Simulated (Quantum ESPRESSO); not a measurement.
InSb3, 4 atoms in the cell. The typed cell holds 4 atoms: a = 5.280 Å, b = 5.387 Å, c = 5.377 Å, α = 60.08°, β = 60.31°, γ = 60.98°. The cell comes from a database or a generator and needn't be the stable form of this composition.

```yaml
Program: Quantum ESPRESSO 7.5
Task: single point
Functional: BLYP
Potentials_or_basis: GBRV 1.5 PBE
Cutoff: 612 eV
Density_cutoff: 4898 eV
k_mesh: 6 × 6 × 6
Occupations: methfessel-paxton, width 0.2 eV
Spin: no spin polarisation
Mixing_beta: 0.5
Most_SCF_iterations: 120
SCF_threshold: 8e-10 Ry
```

Potentials or basis: GBRV 1.5 PBE.

The run is started by

```sh
$ OMP_NUM_THREADS=1 pw.x -in pw.in > pw.out
```

Hardware: 1 thread of Intel(R) Xeon(R) Platinum 8259CL CPU @ 2.50GHz (Skylake/Cascade Lake), with other jobs on the host.

**Question.** How long does it take, and how much memory?

**Answer.** It took 7 min on 1 thread of Intel(R) Xeon(R) Platinum 8259CL CPU @ 2.50GHz (Skylake/Cascade Lake) (shared host), peak memory 0.58 GiB. Counts: scf iterations 11, k pools 1, bands 39, k points 112, g dense 85049.
